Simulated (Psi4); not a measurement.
**A workflow on InHF2 (SMILES [F][InH][F])**

We compute a geometry optimisation (singlet InHF2, MP2/def2-SVPD), then the energy (doublet [InHF2]+, UMP2/def2-SVPD), then a geometry optimisation (doublet [InHF2]+, UMP2/def2-SVPD), then the energy (doublet [InHF2]−, UMP2/def2-SVPD), then a structure relaxation (doublet [InHF2]−, UMP2/def2-SVPD) of F2HIn. 

Program for the calculation: Psi4 1.11.

### Step 1. Starting point

The species is InHF2 (4 atoms), meant as a singlet with charge 0. As SMILES, `[F][InH][F]`. The coordinates come from a PBE0-D4/def2-TZVP relaxation. The run starts from this shape.

Bond lengths: F1–In2 1.935 Å, In2–F3 1.935 Å, In2–H4 1.681 Å. Angles: F1–In2–F3 106.8°, F1–In2–H4 126.6°, F3–In2–H4 126.6°.

### Step 2. A geometry optimisation at MP2/def2-SVPD (density fitting, core potential, density fitting for correlation) (run 1)

Input file calc.dat:

```
memory 1.6 GB

molecule {
  F     -1.694300    -0.668800     0.241700
  In     0.043800     0.113800    -0.088400
  F      1.340800    -1.004700     0.811200
  H      0.365400     1.499400    -0.984800
  symmetry c1
}

set globals {
  basis def2-SVPD
  num_frozen_docc 6
}

optimize('mp2')
```

Launch:

```bash
$ psi4 -i calc.dat -o calc.out -n 1
```

calc.out:

```text
[...]
  Running in c1 symmetry.
[...]
  Nuclear repulsion =  126.753633381027427
[...]
  Multiplicity = 1
[...]
  Nalpha       = 20
  Nbeta        = 20
[...]
    Number of basis functions: 86
[...]
   @DF-RHF iter   1:  -388.43018287995682   -1.70853e+00   7.08767e-03 DIIS/ADIIS
[...]
   @DF-RHF iter  11:  -388.56234690802046    4.54747e-13   4.84372e-11 DIIS
[...]
  @DF-RHF Final Energy:  -388.56234690802046
   => Energetics <=
    Nuclear Repulsion Energy =            124.3891386902289611
    One-Electron Energy =                -862.8545879108752388
    Two-Electron Energy =                 349.9031023126258333
    Total Energy =                       -388.5623469080204586
[...]
 Multipole Moments:
 ------------------------------------------------------------------------------------
     Multipole            Electronic (a.u.)      Nuclear  (a.u.)        Total (a.u.)
 ------------------------------------------------------------------------------------
 L = 1.  Multiply by 2.5417464519 to convert [e a0] to [Debye]
 Dipole X            :          3.2184559           -2.9190856            0.2993703
 Dipole Y            :         13.8812277          -12.5893637            1.2918641
 Dipole Z            :         -8.9666155            8.1327970           -0.8338184
 Magnitude           :                                                    1.5664573
[...]
  -Total Gradient:
     Atom            X                  Y                   Z
    ------   -----------------  -----------------  -----------------
       1        0.000053525856     0.000034748857    -0.000030831234
       2       -0.000001486884     0.000077976730    -0.000007205814
       3       -0.000045601072    -0.000065202243     0.000025153103
       4       -0.000006437899    -0.000047523343     0.000012883944
[...]
```

The script printed:

```text
Optimizer: Optimization complete!
```

It took 24 s on 1 thread of Intel Xeon Platinum 8259CL at 2.50GHz (Skylake/Cascade Lake), shared host; peak memory 0.27 GiB.

Steps, from the record of the run:

| step | energy from the first frame kept (eV) | largest force (eV/Å) |
| --- | --- | --- |
| 0 | 0.0000 | 0.8676 |
| 1 | -0.0270 | 0.3443 |
| 2 | -0.0317 | 0.0831 |
| 3 | -0.0313 | 0.0795 |
| 4 | -0.0319 | 0.0585 |
| 5 | -0.0313 | 0.0043 |

After the run. Bond lengths: F1–In2 1.971 Å, In2–F3 1.971 Å, In2–H4 1.689 Å. Angles: F1–In2–F3 108.7°, F1–In2–H4 125.6°, F3–In2–H4 125.6°.

### Step 3. The doublet cation: a single-point energy at UMP2/def2-SVPD (density fitting, core potential, density fitting for correlation) (run 2)

Input file input.in:

```
memory 1600 mb

molecule {
  1 2
  F     -1.741039    -0.660423     0.230303
  In     0.043524     0.112725    -0.087548
  F      1.389148    -1.006822     0.817628
  H      0.366576     1.504066    -0.988216
  symmetry c1
}

set basis def2-SVPD
set reference uhf
set num_frozen_docc 6

e_tot = energy('mp2')
print_variables()
```

Launch:

```bash
$ psi4 -i input.in -o input.out -n 1
```

input.out:

```text
[...]
    !!!  WARNING: ECP capability is in beta. Please check occupations closely.  !!!
[...]
  Running in c1 symmetry.
[...]
  Nuclear repulsion =  124.389124185177252
[...]
  Multiplicity = 2
[...]
  Nalpha       = 20
  Nbeta        = 19
[...]
    Number of basis functions: 86
[...]
   @DF-UHF iter   1:  -387.90346137077984   -1.23838e+00   7.34125e-03 DIIS/ADIIS
[...]
   @DF-UHF iter  25:  -388.09655563658174    1.81331e-11   9.44761e-09 DIIS
[...]
   @S^2 Observed:                8.241704574E-01
[...]
  @DF-UHF Final Energy:  -388.09655563658174
   => Energetics <=
    Nuclear Repulsion Energy =            124.3891241851772520
    One-Electron Energy =                -851.9533794628417809
    Two-Electron Energy =                 339.4676996410827883
    Total Energy =                       -388.0965556365817406
  UHF NO Occupations:
  HONO-2 :   18  A 1.9906422
  HONO-1 :   19  A 1.9724791
[...]
 Multipole Moments:
 ------------------------------------------------------------------------------------
     Multipole            Electronic (a.u.)      Nuclear  (a.u.)        Total (a.u.)
 ------------------------------------------------------------------------------------
 L = 1.  Multiply by 2.5417464519 to convert [e a0] to [Debye]
 Dipole X            :          3.4855988           -2.9190930            0.5665058
 Dipole Y            :         15.0321140          -12.5893667            2.4427472
 Dipole Z            :         -9.7115529            8.1327907           -1.5787622
 Magnitude           :                                                    2.9631795
[...]
```

Run time: 3.9 s. Hardware: 1 thread of Intel Xeon Platinum 8259CL at 2.50GHz (Skylake/Cascade Lake), shared host; peak memory 0.21 GiB.

### Step 4. The doublet cation: a geometry optimisation at UMP2/def2-SVPD (density fitting, core potential, density fitting for correlation) (run 3)

Input file f2hin.inp:

```
memory 1.6 GB

molecule geom {
  1 2
  F
  In 1 R2
  F 2 R3 1 A3
  H 2 R4 3 A4 1 D4

  R2 = 1.970648
  R3 = 1.970643
  A3 = 108.74645
  R4 = 1.688607
  A4 = 125.62396
  D4 = -179.94307
  units angstrom
  symmetry c1
}

set {
  basis def2-SVPD
  reference uhf
  geom_maxiter 50
  num_frozen_docc 6
}

optimize("mp2")
```

Launch:

```bash
$ psi4 -n 1 f2hin.inp f2hin.out
```

f2hin.out:

```text
[...]
  Running in c1 symmetry.
[...]
  Nuclear repulsion =  124.389110617475453
[...]
  Multiplicity = 2
[...]
  Nalpha       = 20
  Nbeta        = 19
[...]
    Number of basis functions: 86
[...]
   @DF-UHF iter   1:  -387.90889312148994   -1.21081e+00   7.21743e-03 DIIS/ADIIS
[...]
	DF-SCS-MP2 Total Energy (a.u.)     :  -388.56374297249471
	DF-SOS-MP2 Total Energy (a.u.)     :  -388.55224053173208
[...]
   @DF-UHF iter  14:  -388.16035615799728    2.84217e-13   9.37574e-11 DIIS
[...]
   @S^2 Observed:                7.517943146E-01
[...]
  @DF-UHF Final Energy:  -388.16035615799728
   => Energetics <=
    Nuclear Repulsion Energy =            124.6228508202813146
    One-Electron Energy =                -852.3160770949079961
    Two-Electron Energy =                 339.5328701166293968
    Total Energy =                       -388.1603561579972848
  UHF NO Occupations:
  HONO-2 :   18  A 1.9998555
  HONO-1 :   19  A 1.9992698
[...]
 Multipole Moments:
 ------------------------------------------------------------------------------------
     Multipole            Electronic (a.u.)      Nuclear  (a.u.)        Total (a.u.)
 ------------------------------------------------------------------------------------
 L = 1.  Multiply by 2.5417464519 to convert [e a0] to [Debye]
 Dipole X            :          0.0000062           -0.0000070           -0.0000009
 Dipole Y            :         -0.6257732            1.3447017            0.7189285
 Dipole Z            :         -0.0404834            0.0892211            0.0487377
 Magnitude           :                                                    0.7205787
[...]
	DF-SCS-MP2 Total Energy (a.u.)     :  -388.61688716349664
	DF-SOS-MP2 Total Energy (a.u.)     :  -388.60590279438344
	DF-SCS(N)-MP2 Total Energy (a.u.)  :  -388.39931410692390
[...]
	DF-MP2 Total Energy (a.u.)         :  -388.63885590172293
[...]
```

The script printed:

```text
Optimizer: Optimization complete!
```

It took 71 s on 1 thread of Intel Xeon Platinum 8259CL at 2.50GHz (Skylake/Cascade Lake), shared host; peak memory 0.71 GiB.

The path in brief:

| step | energy from the first frame kept (eV) | largest force (eV/Å) |
| --- | --- | --- |
| 0 | 0.0000 | 5.0202 |
| 1 | -0.5403 | 1.8472 |
| 2 | -0.9768 | 1.3858 |
| 3 | -1.2911 | 0.6264 |
| 4 | -1.4124 | 0.1074 |
| 5 | -1.4171 | 0.0399 |
| 6 | -1.4173 | 0.0359 |
| 7 | -1.4178 | 0.0321 |
| 8 | -1.4179 | 0.0160 |
| 9 | -1.4179 | 0.0057 |

After the run. Bond lengths: F1–In2 1.895 Å, In2–F3 1.895 Å. Angles: F1–In2–F3 172.3°.

### Step 5. The doublet anion: the energy at UMP2/def2-SVPD (density fitting, core potential, density fitting for correlation) (run 4)

Input file f2hin.in:

```
memory 1600 mb

molecule system {
  -1 2
  F     -1.741039    -0.660423     0.230303
  In     0.043524     0.112725    -0.087548
  F      1.389148    -1.006822     0.817628
  H      0.366576     1.504066    -0.988216
  symmetry c1
}

set {
  basis           def2-SVPD
  reference       uhf
  num_frozen_docc 6
}

energy_value, wavefunction = energy("mp2", return_wfn=True)
```

Launch:

```bash
$ psi4 f2hin.in f2hin.out -n 1
```

f2hin.out:

```text
[...]
    !!!  WARNING: ECP capability is in beta. Please check occupations closely.  !!!
[...]
  Running in c1 symmetry.
[...]
  Nuclear repulsion =  124.389124185177252
[...]
  Multiplicity = 2
[...]
  Nalpha       = 21
  Nbeta        = 20
[...]
    Number of basis functions: 86
[...]
   @DF-UHF iter   1:  -388.33602700919562   -1.67094e+00   8.04567e-03 ADIIS/DIIS
[...]
   @DF-UHF iter  20:  -388.54102066828500   -5.00222e-12   5.55318e-09 DIIS
[...]
   @S^2 Observed:                7.589244045E-01
[...]
  @DF-UHF Final Energy:  -388.54102066828500
   => Energetics <=
    Nuclear Repulsion Energy =            124.3891241851772520
    One-Electron Energy =                -871.4626813394638702
    Two-Electron Energy =                 358.5325364860016180
    Total Energy =                       -388.5410206682850003
  UHF NO Occupations:
  HONO-2 :   19  A 1.9995954
  HONO-1 :   20  A 1.9964385
[...]
 Multipole Moments:
 ------------------------------------------------------------------------------------
     Multipole            Electronic (a.u.)      Nuclear  (a.u.)        Total (a.u.)
 ------------------------------------------------------------------------------------
 L = 1.  Multiply by 2.5417464519 to convert [e a0] to [Debye]
 Dipole X            :          3.1605487           -2.9190930            0.2414557
 Dipole Y            :         13.6395650          -12.5893667            1.0501983
 Dipole Z            :         -8.7994228            8.1327907           -0.6666321
 Magnitude           :                                                    1.2671289
[...]
```

Run time: 3.9 s. Hardware: 1 thread of Intel Xeon Platinum 8259CL at 2.50GHz (Skylake/Cascade Lake), shared host; peak memory 0.21 GiB.

### Step 6. The doublet anion: a structure relaxation at UMP2/def2-SVPD (density fitting, core potential, density fitting for correlation) (run 5)

Input file f2hin.xyz:

```xyz
4
F2HIn
F     -1.741039    -0.660423     0.230303
In     0.043524     0.112725    -0.087548
F      1.389148    -1.006822     0.817628
H      0.366576     1.504066    -0.988216
```

Input file run.py:

```python
import psi4

psi4.set_memory('1600 MB')
psi4.set_num_threads(1)
psi4.set_output_file('output.dat', False)

with open('f2hin.xyz') as f:
    atoms = ''.join(f.readlines()[2:])
mol = psi4.geometry('-1 2\n' + atoms + 'symmetry c1')

psi4.set_options({
    'basis': 'def2-SVPD',
    'reference': 'uhf',
    'geom_maxiter': 50,
    'num_frozen_docc': 6,
})

e_tot, wfn = psi4.optimize("mp2", return_wfn=True)
print('E =', round(e_tot, 9))
print(mol.to_string(dtype='xyz', units='Angstrom'))
```

Launch:

```bash
$ python run.py
```

output.dat:

```text
[...]
  Running in c1 symmetry.
[...]
  Nuclear repulsion =  124.389124185177252
[...]
  Multiplicity = 2
[...]
  Nalpha       = 21
  Nbeta        = 20
[...]
    Number of basis functions: 86
[...]
   @DF-UHF iter   1:  -388.33602700919607   -1.67094e+00   8.04567e-03 ADIIS/DIIS
[...]
	DF-SCS-MP2 Total Energy (a.u.)     :  -389.03514822151550
	DF-SOS-MP2 Total Energy (a.u.)     :  -389.02419097173538
[...]
   @DF-UHF iter  12:  -388.60701704048404   -2.27374e-13   9.50093e-11 DIIS
[...]
   @S^2 Observed:                7.572984117E-01
[...]
  @DF-UHF Final Energy:  -388.60701704048404
   => Energetics <=
    Nuclear Repulsion Energy =            119.0447881292523959
    One-Electron Energy =                -861.6530747195400863
    Two-Electron Energy =                 354.0012695498036237
    Total Energy =                       -388.6070170404840383
  UHF NO Occupations:
  HONO-2 :   19  A 1.9997908
  HONO-1 :   20  A 1.9969677
[...]
 Multipole Moments:
 ------------------------------------------------------------------------------------
     Multipole            Electronic (a.u.)      Nuclear  (a.u.)        Total (a.u.)
 ------------------------------------------------------------------------------------
 L = 1.  Multiply by 2.5417464519 to convert [e a0] to [Debye]
 Dipole X            :          1.5331988           -1.4570883            0.0761106
 Dipole Y            :         19.4719093          -18.3292510            1.1426583
 Dipole Z            :          3.2854594           -3.0199354            0.2655240
 Magnitude           :                                                    1.1755696
[...]
	DF-SCS-MP2 Total Energy (a.u.)     :  -389.09352921916383
	DF-SOS-MP2 Total Energy (a.u.)     :  -389.08349439783871
	DF-SCS(N)-MP2 Total Energy (a.u.)  :  -388.85352400837587
[...]
	DF-MP2 Total Energy (a.u.)         :  -389.11359886181430
[...]
```

On the terminal:

```text
Optimizer: Optimization complete!
E = -389.113598862
4
-1 2 F2HIn
F                    -1.689309966970    -0.789749094772    -0.333689320296
In                    0.029472312902     0.308758348693     0.024662859998
F                     1.489306500328    -1.140910873153     0.263050619555
H                     0.410054732822     1.192592496798    -1.480252734572
```

It took 91 s on 1 thread of Intel Xeon Platinum 8259CL at 2.50GHz (Skylake/Cascade Lake), shared host; peak memory 0.71 GiB.

Steps, from the record of the run:

| step | energy from the first frame kept (eV) | largest force (eV/Å) |
| --- | --- | --- |
| 0 | 0.0000 | 1.9792 |
| 1 | -0.4212 | 1.2261 |
| 2 | -0.8962 | 1.1230 |
| 3 | -1.2249 | 1.2216 |
| 4 | -1.4080 | 1.3821 |
| 5 | -1.5165 | 0.5450 |
| 6 | -1.2748 | 1.8418 |
| 7 | -1.4155 | 1.3344 |
| 8 | -1.5310 | 0.3308 |
| 9 | -1.5379 | 0.0432 |
| 10 | -1.5383 | 0.0194 |
| 11 | -1.5384 | 0.0057 |
| 12 | -1.5384 | 0.0010 |

After the run. Bond lengths: F1–In2 2.071 Å, In2–F3 2.071 Å, In2–H4 1.786 Å. Angles: F1–In2–F3 103.5°, F1–In2–H4 107.1°, F3–In2–H4 107.0°.

### Step 7. Results

```
                                                                         quantity          value
                                    run 1, MP2/def2-SVPD: total energy at the end  -389.06265 Eh
                run 1, MP2/def2-SVPD: correlation energy (6 core orbitals frozen)     -500.3 mEh
                                              doublet cation, run 2: total energy  -388.58675 Eh
doublet cation, run 2: HOMO energy (Hartree–Fock orbitals) (highest over α and β)      -19.87 eV
 doublet cation, run 2: LUMO energy (Hartree–Fock orbitals) (lowest over α and β)      -11.67 eV
               doublet cation, run 2: correlation energy (6 core orbitals frozen)     -490.2 mEh
                         doublet cation, run 2: ⟨S²⟩ of the reference determinant          0.824
                                   doublet cation, run 3: total energy at the end  -388.63886 Eh
doublet cation, run 3: HOMO energy (Hartree–Fock orbitals) (highest over α and β)      -21.16 eV
 doublet cation, run 3: LUMO energy (Hartree–Fock orbitals) (lowest over α and β)       -7.72 eV
               doublet cation, run 3: correlation energy (6 core orbitals frozen)     -478.5 mEh
                         doublet cation, run 3: ⟨S²⟩ of the reference determinant          0.752
                                               doublet anion, run 4: total energy  -389.05706 Eh
 doublet anion, run 4: HOMO energy (Hartree–Fock orbitals) (highest over α and β)        0.34 eV
  doublet anion, run 4: LUMO energy (Hartree–Fock orbitals) (lowest over α and β)        4.61 eV
                doublet anion, run 4: correlation energy (6 core orbitals frozen)     -516.0 mEh
                          doublet anion, run 4: ⟨S²⟩ of the reference determinant          0.759
                                    doublet anion, run 5: total energy at the end  -389.11360 Eh
 doublet anion, run 5: HOMO energy (Hartree–Fock orbitals) (highest over α and β)       -3.06 eV
  doublet anion, run 5: LUMO energy (Hartree–Fock orbitals) (lowest over α and β)        4.73 eV
                doublet anion, run 5: correlation energy (6 core orbitals frozen)     -506.6 mEh
                          doublet anion, run 5: ⟨S²⟩ of the reference determinant          0.757
           adiabatic electron affinity (to the doublet anion, no zero-point term)       1.386 eV
          adiabatic ionisation energy (to the doublet cation, no zero-point term)      11.532 eV
```

**Reading.** The adiabatic electron affinity (to the doublet anion, no zero-point term) is 1.39 eV (134 kJ/mol). The adiabatic ionisation energy (to the doublet cation, no zero-point term) is 11.53 eV (266 kcal/mol). The second species lost a bond as it relaxed, so this leads to another structure. The optimisation (run 1, MP2/def2-SVPD) took 6 steps and changed the energy by -0.031 eV. The optimisation (doublet cation, run 3) took 10 steps and changed the energy by -1.418 eV. The HOMO (doublet anion, run 4) lies at positive energy, 0.34 eV: the electron is unbound at this level or held by a compact basis; values depend on the basis.
